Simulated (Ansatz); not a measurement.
# H₃InO₂S: up Jacob's ladder to CCSD(T)

Aim: compute H₃InO₂S with functionals from several rungs and with coupled cluster, and see how far each lands from CCSD(T) at the basis-set limit for the atomisation energy.

The runs use Ansatz 0.2.0, Gaussian basis; functionals in def2-TZVPP, the program's frozen cores in correlated methods.

The runs, in order: LDA (SPW92), PBE-D4, revPBE-D4, BLYP-D4, r2SCAN-D4, B97M-V, PBE0-D4, B3LYP-D4, r2SCANh-D4, r2SCAN0-D4, HSE06-D4, BHLYP-D4, CAM-B3LYP-D4, LC-ωPBE, ωB97X-V, ωB97M-V, B2PLYP, PBE-QIDH; CCSD(T)/def2-SVP; CCSD(T)/def2-TZVPP; MP2/def2-QZVPP; extrapolation to the limit; RPA on PBE.

## 1. The relaxed structure

The geometry comes from an earlier relaxation with PBE0-D4 in a triple-zeta def2 set; it is a stationary point, not always the lowest conformer. In takes the def2 core potential; no spin-orbit term is included.

7 atoms, charge 0, spin multiplicity 1.

Atoms are counted from 1 here; the program's logs count them from 0.

Bond lengths: O1–In2 1.978 Å, O1–H5 0.960 Å, In2–O3 1.973 Å, In2–S4 2.362 Å, O3–H6 0.961 Å, S4–H7 1.345 Å. Angles: In2–O1–H5 113.7°, O1–In2–O3 114.0°, O1–In2–S4 125.7°, O3–In2–S4 120.3°, In2–O3–H6 111.7°, In2–S4–H7 92.0°.

Coordinates:

```xyz
7
H3InO2S
O    -0.0326    1.8434   -0.8852
In    0.0277    0.0768    0.0014
O    -1.0994   -1.2933   -0.8616
S     1.2941   -0.4605    1.9210
H     0.5179    2.5067   -0.4626
H    -1.5590   -0.9427   -1.6295
H     0.8513   -1.7302    1.9166
```

## 2. LDA

This LDA is Slater exchange with PW92 correlation.

The input, in.yaml:

```yaml
crystal:
  periodic: [false, false, false]
  atoms:
    - {symbol: O, position_ang: [-0.032630, 1.843390, -0.885249]}
    - {symbol: In, position_ang: [0.027667, 0.076774, 0.001379]}
    - {symbol: O, position_ang: [-1.099394, -1.293333, -0.861630]}
    - {symbol: S, position_ang: [1.294084, -0.460546, 1.921034]}
    - {symbol: H, position_ang: [0.517899, 2.506700, -0.462646]}
    - {symbol: H, position_ang: [-1.558967, -0.942734, -1.629518]}
    - {symbol: H, position_ang: [0.851322, -1.730241, 1.916620]}
basis:
  gaussian: {orbitals: def2-TZVPP}
hamiltonian: {xc: lda}
output: {orbitals: {seedname: orbitals}}
```

Launch:

```console
$ ansatz run in.yaml --threads 4 --pin off --events-out ev --progress --plain --max-ram 10444MiB
```

Further steps of the session: PBE-D4 (GGA); revPBE-D4 (GGA); BLYP-D4 (GGA); r2SCAN-D4 (meta-GGA); B97M-V (meta-GGA); B3LYP-D4 (hybrid); r2SCANh-D4 (hybrid); r2SCAN0-D4 (hybrid); HSE06-D4 (hybrid); BHLYP-D4 (hybrid); CAM-B3LYP-D4 (range-separated); LC-ωPBE (range-separated); ωB97X-V (range-separated); ωB97M-V (range-separated); B2PLYP (double hybrid); PBE-QIDH (double hybrid); CCSD(T) in def2-SVP; CCSD(T) in def2-TZVPP; MP2 in def2-QZVPP; RPA on PBE orbitals.

Before running them: what should the planned runs give, taken together? Wanted: atomisation energy, CCSD(T)/CBS; farthest beyond LDA; mean size of error, GGA; mean size of error, meta-GGA; mean size of error, hybrid; mean size of error, range-separated; mean size of error, double hybrid; gap, smallest and largest; T1 diagnostic.

**Answer**, as computed:

| quantity | value |
| --- | --- |
| atomisation energy, CCSD(T)/CBS | 22.723 eV |
| functionals within 0.227 eV (1.0 %) | PBE-D4, ωB97X-V |
| farthest beyond LDA | BHLYP-D4 (-1.807 eV) |
| mean size of error, GGA | 0.442 eV |
| mean size of error, meta-GGA | 0.293 eV |
| mean size of error, hybrid | 0.934 eV |
| mean size of error, range-separated | 0.361 eV |
| mean size of error, double hybrid | 0.778 eV |
| gap, smallest and largest | 3.75 eV (BLYP-D4), 11.05 eV (LC-ωPBE) |
| T1 diagnostic | 0.0162 |
| triples share of the correlation energy | 3.7 % |

What this shows: The LDA atomisation energy is off by 3.678 eV (16 %): it overbinds. PBE-D4 is off by +0.096 eV. Double hybrids carry the basis error of their MP2 part in triple zeta, and no dispersion term here, so their miss is partly the set-up's. By mean error the best rung here is meta-GGA (0.293 eV) and the worst beyond LDA is hybrid (0.934 eV). The gap between the best rungs is small, so their order is not settled. The mean of the hybrids holds BHLYP, with half exact exchange. The reference freezes the cores and leaves out spin-orbit coupling and excitations past (T), and its outer-core shells are covered unevenly, so misses under about 0.227 eV can't be ranked. All levels share the lack of spin-orbit coupling, which lowers the free heavy atoms and so the true binding. Hartree-Fock recovers 62 % of the binding; the rest is correlation. CCSD(T) in def2-SVP is off by -2.468 eV, so the small basis spoils what the method gains. The gap grows from 3.8 to 11.1 eV across the functionals, mostly with the share of exact exchange. Correlated methods include outer-core shells of In, which these sets cover unevenly.
